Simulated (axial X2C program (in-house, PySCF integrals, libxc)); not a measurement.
# A two-component session on GaN: properties at the nuclei

Wanted for GaN: properties at the nuclei, at the two-component level.

Program: an in-house X2C program for linear molecules on PySCF integrals. Level of theory: two-component X2C with atomic mean-field terms, Ga dyall-cv3z, N dyall-av3z. These are calculated values, not measurements.

### Step 1. Input

task.json reads:

```json
{"zs": [31, 7], "q": 0, "bas": ["dyall-cv3z", "dyall-av3z"], "r0": 1.77, "levels": ["PBE0", "HF", "PBE50", "TPSSh", "LDA"], "nst": 3}
```

Keys: zs atomic numbers; q charge; bas basis sets; r0 starting distance in Å; levels methods (HF also brings MP2); nst determinants followed.

Started as:

```console
> python soeom.py task.json out
```

The runs that follow: Expectation values, lowest determinant; Expectation values, a higher determinant; Expectation values, a higher determinant.

Before running it: what results should come out? Wanted: lowest determinant; Eeff magnitude; Ws magnitude Ga; A∥/gI Ga; qzz Ga; higher determinant (for each run or level that gives them).

As calculated:

| quantity | value |
| --- | --- |
| lowest determinant | Ω = 1 (excess of +ω over −ω: ω = -1/2, ω = 3/2) |
| Eeff magnitude (GV/cm), PBE0 | 0.0954 |
| Ws magnitude Ga (kHz), PBE0 | 0.0539 |
| A∥/gI Ga (MHz), PBE0 | -13.9 |
| qzz Ga (a.u.), PBE0 | -4.19 |
| higher determinant | Ω = 2 (excess of +ω over −ω: ω = 1/2, ω = 3/2) |
| Eeff magnitude (GV/cm), PBE0, higher determinant | 1.6 |
| Ws magnitude Ga (kHz), PBE0, higher determinant | 0.355 |
| A∥/gI Ga (MHz), PBE0, higher determinant | 76.8 |
| qzz Ga (a.u.), PBE0, higher determinant | -1.75 |
| higher determinant | Ω = 1 (excess of +ω over −ω: 2 × ω = 1/2) |
| Eeff magnitude (GV/cm), PBE0, higher determinant | 1.86 |
| Ws magnitude Ga (kHz), PBE0, higher determinant | 0.813 |
| A∥/gI Ga (MHz), PBE0, higher determinant | 262 |
| qzz Ga (a.u.), PBE0, higher determinant | -1.89 |

In words: In the first state, the effective field runs from 0.0342 to 0.298 GV/cm over the mean-field levels, so the levels don't agree on it. The expectation values come from single determinants, which for open shells can mix terms of unlike spin or miss the lowest Ω, so a determinant need not be a state. Eeff is the effective electric field on the electron dipole moment in this Ω state and Ws the scalar–pseudoscalar constant (defined with the proton number Z and per Ω); A∥ is the parallel hyperfine constant, which follows by multiplying with the nuclear g factor gI = μI/(I μN); qzz is the electric field gradient, eQq0 = 234.96 MHz × Q/barn × qzz; μ is positive if N is the positive end. The operators were transformed with the bare-nucleus X2C matrices. A second determinant lies within 0.1 eV of the first, so their order is not settled at this level.
